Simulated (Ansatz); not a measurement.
**CH5FO3Si: a ladder of functionals and wavefunction methods**

The task here is to estimate one member of a computed series from the others.

Computed with Ansatz 0.2.0, Gaussian basis. Level: functionals in def2-TZVPP, the program's frozen cores in correlated methods.

Levels to be run: PBE-D4, r2SCAN-D4, PBE0-D4, B3LYP-D4, ωB97X-V, ωB97M-V, B2PLYP; CCSD(T)/def2-TZVPP; MP2/def2-QZVPP; extrapolation to the limit.

**The geometry**

An earlier PBE0-D4 in a triple-zeta def2 set relaxation fixed the geometry.

SMILES `O[SiH2]OC(O)F`, 11 atoms, charge 0, spin multiplicity 1.

Atoms are counted from 1 here; the program's logs count them from 0.

Bond lengths: O1–Si2 1.635 Å, O1–H7 0.959 Å, Si2–O3 1.663 Å, Si2–H8 1.474 Å, Si2–H9 1.482 Å, O3–C4 1.365 Å, C4–O5 1.351 Å, C4–F6 1.400 Å, C4–H10 1.092 Å, O5–H11 0.965 Å. Angles: Si2–O1–H7 117.1°, O1–Si2–O3 112.1°, O1–Si2–H8 107.6°, O1–Si2–H9 111.1°, O3–Si2–H8 104.4°, O3–Si2–H9 109.0°, H8–Si2–H9 112.5°, Si2–O3–C4 124.6°, O3–C4–O5 111.8°, O3–C4–F6 107.7°, O3–C4–H10 112.8°, O5–C4–F6 110.1°, O5–C4–H10 108.4°, F6–C4–H10 105.9°, C4–O5–H11 108.1°.

Coordinates:

```xyz
11
charge 0, multiplicity 1
O    -2.09521    0.58565    0.07004
Si   -0.70743    0.85499    0.89131
O     0.39847   -0.36771    0.67119
C     0.68731   -0.94578   -0.53158
O     1.95806   -1.40318   -0.57618
F     0.48943    0.01990   -1.52578
H    -2.09009    0.77254   -0.87046
H    -1.02454    0.80742    2.32965
H    -0.09146    2.14087    0.48857
H     0.01426   -1.77050   -0.77708
H     2.52660   -0.75110   -0.14908
```

The first run:

in.yaml reads:

```yaml
crystal:
  periodic: [false, false, false]
  atoms:
    - {symbol: O, position_ang: [-2.095210, 0.585649, 0.070038]}
    - {symbol: Si, position_ang: [-0.707429, 0.854989, 0.891310]}
    - {symbol: O, position_ang: [0.398470, -0.367708, 0.671193]}
    - {symbol: C, position_ang: [0.687313, -0.945785, -0.531578]}
    - {symbol: O, position_ang: [1.958060, -1.403182, -0.576183]}
    - {symbol: F, position_ang: [0.489430, 0.019898, -1.525781]}
    - {symbol: H, position_ang: [-2.090092, 0.772544, -0.870456]}
    - {symbol: H, position_ang: [-1.024536, 0.807422, 2.329645]}
    - {symbol: H, position_ang: [-0.091461, 2.140872, 0.488575]}
    - {symbol: H, position_ang: [0.014258, -1.770501, -0.777079]}
    - {symbol: H, position_ang: [2.526598, -0.751098, -0.149083]}
basis:
  gaussian: {orbitals: def2-TZVPP}
hamiltonian: {xc: pbe, dispersion: d4}
output: {forces: true, orbitals: {seedname: orbitals}}
```

Command:

```sh
ansatz run in.yaml --threads 4 --pin off --events-out ev --progress --plain --max-ram 10444MiB
```

Steps of the session up to this table: PBE-D4 (GGA); r2SCAN-D4 (meta-GGA); PBE0-D4 (hybrid); B3LYP-D4 (hybrid); ωB97X-V (range-separated); ωB97M-V (range-separated); B2PLYP (double hybrid); CCSD(T) in def2-TZVPP; MP2 in def2-QZVPP.

One of the session's tables, all rows but one given; the rest of the session is left out.

It belongs to the step «Atomisation energies». 

| method | atomisation energy (kJ/mol) |
| --- | --- |
| PBE-D4 | 4337.7 |
| r2SCAN-D4 | 4261.8 |
| PBE0-D4 | 4216.6 |
| B3LYP-D4 | 4226.6 |
| ωB97X-V | 4266.5 |
| ωB97M-V | 4269.1 |
| B2PLYP | 4200.0 |
| HF/def2-TZVPP | 2949.5 |
| MP2/def2-TZVPP | 4266.1 |
| CCSD/def2-TZVPP | 4065.8 |
| CCSD(T)/def2-TZVPP | 4138.9 |
| MP2/CBS | ? |
| CCSD(T)/CBS | 4269.7 |

Estimate the missing values for MP2/CBS.

As computed: atomisation energy (kJ/mol): 4396.8. In the column «atomisation energy (kJ/mol)» it is the highest.
